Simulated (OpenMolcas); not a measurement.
# Cr³⁺ among point charges: CASSCF and CASPT2 levels and susceptibility

Aim: the splitting of the states of Cr³⁺ in the field of 4 point charges, its lowest levels with spin-orbit coupling and its magnetic susceptibility.

The numbers are computed with OpenMolcas 26.06 (state-averaged CASSCF and CASPT2, spin-orbit coupling by RASSI with atomic mean-field integrals), except any that are marked as measured or tabulated.

## (1) The system

| Property | Result |
| --- | --- |
| Species | Cr³⁺ (chromium, Z = 24, 21 electrons) |
| Basis | ANO-RCC-VDZP [5s4p2d1f], 34 functions |
| Scalar Hamiltonian | DKH2, point nucleus |
| Inactive shells | 1s 2s 2p 3s 3p |
| Active space | 3 electrons in 5 orbitals (3d) |
| Some configurations of this space | 3d³ |
| Orbitals | optimised for each spin and parity, averaged over all roots |

The outer shells:

3d3
```
3d [↑ ][↑ ][↑ ][  ][  ]
```

The ion sits among 4 point charges of -2 e arranged as a square (D4h), 1.95 Å from the ion.

Each step is its own input file, run in one work folder so that later steps find the files of earlier ones. Labels, J, g values, rates, χT and fits are worked out afterwards by a script from the matrices that RASSI stores. The input lists half of the charges; inversion (Group=XYZ) makes the rest.

## (2) GATEWAY and SEWARD: basis and integrals

a.inp reads:

```
&GATEWAY
Coord
1

Cr 0.0 0.0 0.0
Basis=ANO-RCC-VDZP
Group=XYZ
NoMove
AngMom=0.0 0.0 0.0
AMFI
XField
2 Angstrom 0
1.950000 0.000000 0.000000 -2.000000
0.000000 1.950000 0.000000 -2.000000
&SEWARD
```

The run is started by

```bash
$ OMP_NUM_THREADS=1 MOLCAS_MEM=1689 MOLCAS_PROJECT=a pymolcas a.inp > a.log
```

## (3) Reference wave functions, quartets of even parity, 10 roots

a.inp reads:

```
&RASSCF
FileOrb=start.orb
Symmetry=1
Spin=4
nActEl=3 0 0
Inactive=3 6
Ras2=5 0
CIRoot=10 10 1
SDav=10
CIMx=300
Iter=120 100
PrWF=0.3
OrbListing=Nothing
MaxOrb=0
>>> COPY $Project.JobIph JOB001
```

start.orb holds the contracted functions of the basis, ordered by shell, or the orbitals of the step before.

## (4) Reference wave functions, doublets of even parity, 40 roots

a.inp reads:

```
&RASSCF
FileOrb=start.orb
Symmetry=1
Spin=2
nActEl=3 0 0
Inactive=3 6
Ras2=5 0
CIRoot=40 40 1
SDav=40
CIMx=300
Iter=120 100
PrWF=0.3
OrbListing=Nothing
MaxOrb=0
>>> COPY $Project.JobIph JOB002
```

## (5) RASSI: spin-orbit coupling between the states

a.inp reads:

```
&RASSI
NrOfJobIphs=2 10 40
1 2 3 4 5 6 7 8 9 10
1 2 3 4 5 6 7 8 9 10 11 12 13 14 15 16 17 18 19 20 21 22 23 24 25 26 27
28 29 30 31 32 33 34 35 36 37 38 39 40
IphNames
JOB001
JOB002
EJob
SpinOrbit
DIPRint=1.0
SOCoupling=1000.0
Subsets=2
Property=9
'ANGMOM' 1 'ANGMOM' 2 'ANGMOM' 3 'MLTPL  1' 1 'MLTPL  1' 2 'MLTPL  1' 3
'AMFI' 1 'AMFI' 2 'AMFI' 3
SOProperty=3
'ANGMOM' 1 'ANGMOM' 2 'ANGMOM' 3
```

## (6) CASPT2: IPEA 0.25, imaginary shift 0.1 (closed shells correlated: 3s 3p)

a.inp reads:

```
>>> COPY JOB001 $Project.JobIph
&CASPT2
Multistate=10 1 2 3 4 5 6 7 8 9 10
NoMult
Frozen=2 3
IPEA=0.25
Imaginary=0.1
MaxIter=60
WThr=0.0 0.3 0.05
PrWF=0.5
NoMix
>>> COPY JOB002 $Project.JobIph
&CASPT2
Multistate=40 1 2 3 4 5 6 7 8 9 10 11 12 13 14 15 16 17 18 19 20 21 22
23 24 25 26 27 28 29 30 31 32 33 34 35 36 37 38 39 40
NoMult
Frozen=2 3
IPEA=0.25
Imaginary=0.1
MaxIter=60
WThr=0.0 0.3 0.05
PrWF=0.5
NoMix
```

(Steps that only read results are left out.)

What does the calculation give? Wanted: spin-free ground state; first state of the same spin within the active space; lowest level; next level.

The runs gave:

```
                                            quantity                                                                        value
                                              method  SS-CASPT2, IPEA 0.25, imaginary shift 0.1 (closed shells correlated: 3s 3p)
                              spin-free ground state                                              4A2, 1-fold in its orbital part
first state of the same spin within the active space                                                              4E at 1030 cm⁻¹
                                        lowest level                                            2-fold E1/2, g = 1.97, 3.58, 3.58
                                          next level                                                                    13.3 cm⁻¹
                                         χT at 300 K                                                               1.71 cm³ K/mol
                           effective moment at 300 K                                                                      3.70 μB
```

Cost by method:

| method | time of its own steps | time with the reference |
| --- | --- | --- |
| A. CASSCF | 9.6 s | 9.6 s |
| B. SS-CASPT2, IPEA 0.25, imaginary shift 0.1, +3s 3p | 2.6 s | 12 s |

Times are of one thread on a shared host.

In words: The spin-free ground state (4A2) comes to 59 % from free-ion F terms and keeps the highest spin of the shell. χT at 300 K is 1.71, against 1.88 cm³ K/mol for the spin alone, so spin-orbit coupling lowers it. The field of point charges can differ much from that of real complexes. This is an electrostatic model: the charges have no orbitals.
